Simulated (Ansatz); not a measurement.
# C₃H₇BO: one species, many methods

One table from this session's results is given with a row withheld; the runs are named, their logs left out.

Program: Ansatz 0.2.0, Gaussian basis. Level of theory: functionals in def2-TZVPP, the program's frozen cores in correlated methods. These are calculated values, not measurements.

Plan: PBE-D4, r2SCAN-D4, PBE0-D4, B3LYP-D4, ωB97X-V, ωB97M-V, B2PLYP; CCSD(T)/def2-TZVPP; MP2/def2-QZVPP; extrapolation to the limit.

## The geometry

All runs share one geometry, relaxed beforehand with PBE0-D4 in a triple-zeta def2 set.

SMILES `B/C=C(\C)O`, 12 atoms, charge 0, spin multiplicity 1.

Atoms are counted from 1 here; the program's logs count them from 0.

Bond lengths: B1–C2 1.506 Å, B1–H6 1.198 Å, B1–H7 1.200 Å, C2–C3 1.355 Å, C2–H8 1.088 Å, C3–C4 1.488 Å, C3–O5 1.345 Å, C4–H9 1.095 Å, C4–H10 1.095 Å, C4–H11 1.086 Å, O5–H12 0.962 Å. Angles: C2–B1–H6 120.3°, C2–B1–H7 122.0°, H6–B1–H7 117.7°, B1–C2–C3 124.9°, B1–C2–H8 120.9°, C3–C2–H8 114.2°, C2–C3–C4 126.9°, C2–C3–O5 118.4°, C4–C3–O5 114.7°, C3–C4–H9 110.0°, C3–C4–H10 110.0°, C3–C4–H11 111.4°, H9–C4–H10 107.7°, H9–C4–H11 108.8°, H10–C4–H11 108.8°, C3–O5–H12 110.2°.

Set-up of the first run:

Input file in.yaml:

```yaml
crystal:
  periodic: [false, false, false]
  atoms:
    - {symbol: B, position_ang: [-1.849203, -0.257492, 0.671838]}
    - {symbol: C, position_ang: [-1.028253, 0.386395, -0.414738]}
    - {symbol: C, position_ang: [0.320914, 0.309701, -0.514959]}
    - {symbol: C, position_ang: [1.245517, -0.406638, 0.404919]}
    - {symbol: O, position_ang: [0.922530, 0.936418, -1.541579]}
    - {symbol: H, position_ang: [-3.040999, -0.135132, 0.680891]}
    - {symbol: H, position_ang: [-1.347835, -0.903849, 1.549987]}
    - {symbol: H, position_ang: [-1.501638, 0.968109, -1.203146]}
    - {symbol: H, position_ang: [1.962956, 0.298625, 0.837961]}
    - {symbol: H, position_ang: [1.813555, -1.161854, -0.148791]}
    - {symbol: H, position_ang: [0.704639, -0.894898, 1.209807]}
    - {symbol: H, position_ang: [1.874919, 0.805413, -1.498191]}
basis:
  gaussian: {orbitals: def2-TZVPP}
hamiltonian: {xc: pbe, dispersion: d4}
output: {forces: true, orbitals: {seedname: orbitals}}
```

Launch:

```
> ansatz run in.yaml --threads 4 --pin off --events-out ev --progress --plain --max-ram 10444MiB
```

Among the steps run: PBE-D4 (GGA); r2SCAN-D4 (meta-GGA); PBE0-D4 (hybrid); B3LYP-D4 (hybrid); ωB97X-V (range-separated); ωB97M-V (range-separated); B2PLYP (double hybrid); CCSD(T) in def2-TZVPP; MP2 in def2-QZVPP.

One table of the session follows, with a row left open; its other results are not shown here.

```
            method  atomisation energy (kJ/mol)
            PBE-D4                       4931.7
         r2SCAN-D4                            ?
           PBE0-D4                       4844.1
          B3LYP-D4                       4821.3
           ωB97X-V                       4806.2
           ωB97M-V                       4823.4
            B2PLYP                       4771.1
     HF/def2-TZVPP                       3578.4
    MP2/def2-TZVPP                       4768.5
   CCSD/def2-TZVPP                       4612.4
CCSD(T)/def2-TZVPP                       4682.4
           MP2/CBS                       4876.8
       CCSD(T)/CBS                       4790.7
```

Q: Estimate the row for r2SCAN-D4 from the others.

**Answer.** atomisation energy (kJ/mol): 4838.5. In the column «atomisation energy (kJ/mol)» it lies between ωB97M-V (4823.4) and PBE0-D4 (4844.1).
